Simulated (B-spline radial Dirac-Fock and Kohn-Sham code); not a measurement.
**Inner shells of Ge⁴⁺**

Aim: for Ge⁴⁺, compute its X-ray form factor and Compton profile, the binding energy of each subshell and how cheaper methods do for the levels.

Method: a free atom or ion on a radial basis; each step names its model; computed with B-spline radial Dirac-Fock and Kohn-Sham code, version 2.

## 1. The atom as given

Germanium as Ge⁴⁺, configuration [Ar] 3d9 4s1 (an excited configuration).

```
nuclear charge     : 32
electrons          : 28
mass number        : 74
nuclear rms radius : 4.0742 fm
```

Outer shells as boxes (Hund's rule, for the drawing alone; heavy ions are jj-coupled, and the calculation averages over the configuration):

```
[Ar] core
3d [↑↓][↑↓][↑↓][↑↓][↑ ]
4s [↑ ]
```

## 2. Scattering by the electron cloud

Model: Dirac-Fock average of configuration, finite nucleus; form factor of the spherical density, Waller-Hartree incoherent function, impulse-approximation Compton profiles.

Recorded inputs:

```ini
task = scatter
Z = 32
charge = 4
configuration = 1s2 2s2 2p6 3s2 3p6 3d9 4s1
mass_number = 74
rms_radius = 4.0742  # fm
s = [0.0, 0.05, 0.1, 0.15, 0.2, 0.25, 0.3, 0.35, 0.4, 0.45, 0.5, 0.6, 0.7, 0.8, 0.9, 1.0, 1.1, 1.2, 1.4, 1.6, 1.8, 2.0, 2.5, 3.0, 3.5, 4.0, 5.0, 6.0]  # 1/A
pz = [0, 0.1, 0.2, 0.3, 0.4, 0.5, 0.6, 0.8, 1.0, 1.2, 1.4, 1.6, 1.8, 2.0, 2.5, 3.0, 4.0, 5.0, 7.0, 10.0, 15.0, 20.0, 30.0, 40.0, 60.0, 100.0]  # a.u.
photon_energy = [1000, 2000, 5000, 17479.3, 50000, 100000, 200000, 1000000]  # eV
```

Results of the run (chosen fields of its result record, rounded):

```text
{
  "status": "converged",
  "form_factor [e]": [28.0, 27.768, 27.102, 26.083, 24.816, 23.398, 21.911, 20.412, 18.939, 17.52, 16.175, 13.759, 11.758, 10.172, 8.9572, 8.044, 7.3594, 6.8374, 6.0804, 5.4965, 4.9647, 4.4511, 3.2906, 2.4298, 1.8773, 1.5456, 1.2126, 1.0297],
  "incoherent": [5.1728e-12, 0.28342, 1.039, 2.0617, 3.1791, 4.3149, 5.4552, 6.595, 7.7187, 8.8058, 9.8408, 11.734, 13.404, 14.874, 16.16, 17.274, 18.234, 19.059, 20.4, 21.454, 22.322, 23.054, 24.435, 25.33, 25.911, 26.308, 26.842, 27.206],
  "compton_total [1/a.u.]": [3.9024, 3.8847, 3.8338, 3.7556, 3.6587, 3.5521, 3.4445, 3.2489, 3.093, 2.9674, 2.8519, 2.7305, 2.596, 2.4484, 2.0512, 1.6711, 1.0948, 0.75142, 0.42057, 0.2148, 0.08417, 0.039307, 0.011667, 0.0042058, 0.00076834, 6.6103e-05],
  "shells": ["1s1/2", "2s1/2", "2p1/2", "2p3/2", "3s1/2", "3p1/2", "3p3/2", "3d3/2", "3d5/2", "4s1/2"],
  "occupation": [2.0, 2.0, 2.0, 4.0, 2.0, 2.0, 4.0, 3.6, 5.4, 1.0],
  "mean_momentum [a.u.]": [27.621, 9.3929, 12.646, 12.4, 3.9648, 4.6678, 4.5957, 5.0504, 5.0218, 1.4195],
  "r2 [bohr^2]": 12.746,
  "r_inverse [1/bohr]": 156.02,
  "r1 [bohr]": 14.582,
  "coherent [b]": [510.49, 480.66, 350.19, 94.842, 19.733, 6.0025, 1.6689, 0.071663],
  "incoherent_cross_section [b]": [0.23809, 0.82134, 3.0481, 9.438, 12.897, 12.676, 11.015, 5.8954],
  "radial_jk": {
    "3d": {"j0": [1.0, 0.9894, 0.95846, 0.90957, 0.84628, 0.77279, 0.69343, 0.61213, 0.53222, 0.45622, 0.38586, 0.26557, 0.17338, 0.10631, 0.059519, 0.028101, 0.0078447, -0.004572, -0.01515, -0.016212, -0.013831, -0.010685, -0.0045997, -0.0017269, -0.00058693, -0.0001668, 2.3036e-05, 2.865e-05], "j2": [0.0, 0.004226, 0.016424, 0.035245, 0.058725, 0.084621, 0.11074, 0.13522, 0.15664, 0.17414, 0.1873, 0.20081, 0.19987, 0.18878, 0.1717, 0.15189, 0.13158, 0.11218, 0.078724, 0.053464, 0.035495, 0.02317, 0.0075196, 0.0022073, 0.00050531, 2.4406e-06, -0.00012244, -7.3577e-05], "j4": [0.0, 9.099e-06, 0.00014086, 0.00067554, 0.0019825, 0.0044118, 0.0082004, 0.013417, 0.019955, 0.02756, 0.035888, 0.053182, 0.06909, 0.0818, 0.090559, 0.095406, 0.096833, 0.095519, 0.087391, 0.075595, 0.063066, 0.05137, 0.02904, 0.015895, 0.0087046, 0.0048438, 0.0016103, 0.0005913], "r2": 0.57898, "r4": 0.71139, "r6": 1.5705}
  }
}
```

Form factor and incoherent function, every second point:

```
s (1/Å)  f (e)  f / N   S(s)
      0  28.00  1.000      0
  0.100  27.10  0.968  1.039
  0.200  24.82  0.886  3.179
  0.300  21.91  0.783  5.455
  0.400  18.94  0.676  7.719
  0.500  16.17  0.578  9.841
  0.700  11.76  0.420  13.40
  0.900  8.957  0.320  16.16
   1.10  7.359  0.263  18.23
   1.40  6.080  0.217  20.40
   1.80  4.965  0.177  22.32
   2.50  3.291  0.118  24.43
   3.50  1.877  0.067  25.91
   5.00  1.213  0.043  26.84
```

## 3. Core and valence levels

Model: Dirac-Fock average of configuration, Delta-SCF, finite nucleus, first-order Breit with its frequency dependence, self-energy and vacuum polarisation.

The run's settings:

```ini
task = binding
```

Results of the run (chosen fields of its result record, rounded):

```text
{
  "status": "converged",
  "shells": ["K", "L1", "L2", "L3", "M1", "M2", "M3", "M4,5", "N1"],
  "total_energy_parts [Ha]": [-2092.80249, 1.04748311, -0.0975424759, -0.00377659904, 0.701599127, -0.0664676391],
  "koopmans [eV]": [11248.1, 1517.42, 1350.74, 1318.52, 261.36, 204.109, 199.467, 103.465, 60.3138],
  "dirac_coulomb [eV]": [11201.9, 1495.9, 1327.2, 1295.36, "-", 199.658, 195.167, 99.313, 60.213],
  "gaunt [eV]": [-16.1876, -1.14468, -2.15705, -1.50696, "-", -0.245007, -0.15053, 0.00367766, -0.0179118],
  "retardation [eV]": [1.02745, 0.041197, 0.23037, 0.230508, "-", 0.0285068, 0.028369, -0.00101971, 0.00120844],
  "breit_frequency [eV]": [0.0456494, -0.00566639, -0.0007798, 0.0199725, "-", -0.000423761, 0.00271209, -0.000338448, -0.000103615],
  "self_energy [eV]": [-8.05517, -0.855027, 0.0990438, 0.0268031, "-", 0.0156547, 0.00542588, 0.0102926, -0.016874],
  "vacuum_polarisation [eV]": [0.778912, 0.077039, -0.00580955, -0.00640016, "-", -0.00104947, -0.00114548, -0.000825573, 0.00147703],
  "binding [eV]": [11179.5, 1494.02, 1325.37, 1294.12, "-", 199.455, 195.052, 99.3247, 60.1808],
  "mean_radius [bohr]": [0.0469785, 0.208968, 0.181161, 0.184697, 0.616932, 0.631161, 0.640494, 0.685889, 1.75253]
}
```

total_energy_parts: Dirac-Coulomb, Gaunt, retardation, frequency dependence, self-energy, vacuum polarisation. Blank entries are hole states that did not converge, or in which two open shells of one symmetry are about equally filled, where the average of configuration falls too low.

The binding energies by parts, in eV; the parts add up.

```
level       -ε  relaxation   Breit    QED  binding
    K  11248.1      -46.24  -15.11  -7.28  11179.5
   L1   1517.4      -21.52   -1.11  -0.78   1494.0
   L2   1350.7      -23.54   -1.93   0.09   1325.4
   L3   1318.5      -23.16   -1.26   0.02   1294.1
   M2    204.1       -4.45   -0.22   0.01    199.5
   M3    199.5       -4.30   -0.12   0.00    195.1
 M4,5    103.5       -4.15    0.00   0.01    99.32
   N1    60.31       -0.10   -0.02  -0.02    60.18
```

Line energies follow by subtraction:

```
       line  energy (eV)
 Kβ1 (K-M3)      10984.5
 Kβ3 (K-M2)      10980.1
 Kα1 (K-L3)       9885.4
 Kα2 (K-L2)       9854.1
Lβ3 (L1-M3)       1299.0
Lβ4 (L1-M2)       1294.6
Lγ5 (L2-N1)       1265.2
Lβ6 (L3-N1)       1233.9
```

## 4. Dirac LDA, for comparison

Model: Dirac-Kohn-Sham LDA (Slater exchange, VWN correlation), finite nucleus, spherical and without spin polarisation.

Settings, as recorded:

```ini
task = binding-ladder
method = lda,vwn
relativity = dirac
```

Results of the run (chosen fields of its result record, rounded):

```text
{
  "status": "converged",
  "shells": ["K", "L1", "L2", "L3", "M1", "M2", "M3", "M4,5", "N1"],
  "minus_eigenvalue [eV]": [11000.2, 1431.54, 1281.61, 1249.81, 227.738, 178.103, 173.704, 88.4482, 56.0374],
  "delta_scf [eV]": [11200.3, 1466.03, 1323.31, 1290.53, 242.069, 192.265, 187.738, 101.92, 62.2212],
  "total_energy [Ha]": -2091.06265,
  "dirac_fock_binding [eV]": [11179.5, 1494.02, 1325.37, 1294.12, "-", 199.455, 195.052, 99.3247, 60.1808]
}
```

Beside the Dirac-Fock ΔSCF result with Breit and QED, in eV:

```
level       -ε    miss     ΔSCF   miss  Dirac-Fock
    K  11000.2  -179.4  11200.3  +20.8     11179.5
   L1   1431.5   -62.5   1466.0  -28.0      1494.0
   L2   1281.6   -43.8   1323.3   -2.1      1325.4
   L3   1249.8   -44.3   1290.5   -3.6      1294.1
   M2    178.1   -21.4    192.3   -7.2       199.5
   M3    173.7   -21.3    187.7   -7.3       195.1
 M4,5    88.45   -10.9    101.9   +2.6       99.32
   N1    56.04    -4.1    62.22   +2.0       60.18
```

## 5. Cost and miss of the cheaper method

| method | level | eigenvalue miss (%) | ΔSCF miss (%) | time |
| --- | --- | --- | --- | --- |
| Dirac LDA | K | -1.60 | +0.19 | 4.4 s |
| Dirac-Fock + Breit + QED | all | - | reference | 6.9 s |

Times cover the ground state and all hole states of a step, on one thread of a shared host; states solved in an earlier step are reused, and a first call can include compiling.

## 6. Results

```
                        quantity                 value
rms radius of the electron cloud            0.675 bohr
           form factor halves at              0.59 1/Å
         Compton profile at zero          3.902 1/a.u.
    deepest level listed, K (1s)            11179.5 eV
            least bound, N1 (4s)              60.18 eV
                             Kα1             9885.4 eV
 Dirac LDA, K: eigenvalue / ΔSCF  11000.2 / 11200.3 eV
```

**Reading.** f falls from 28 to half of that at s = 0.59 1/Å. Incoherent scattering outweighs coherent from 100 keV on, among the energies asked. For K (1s), relaxation takes off 46.2 eV, Breit terms shift it by -15.11 and QED by -7.28 eV. Dirac LDA misses the K level by -1.6 % with its eigenvalue and by +0.2 % with ΔSCF, so total-energy differences mend most of the error. The Hartree-Fock and Dirac-Fock values hold no electron correlation.
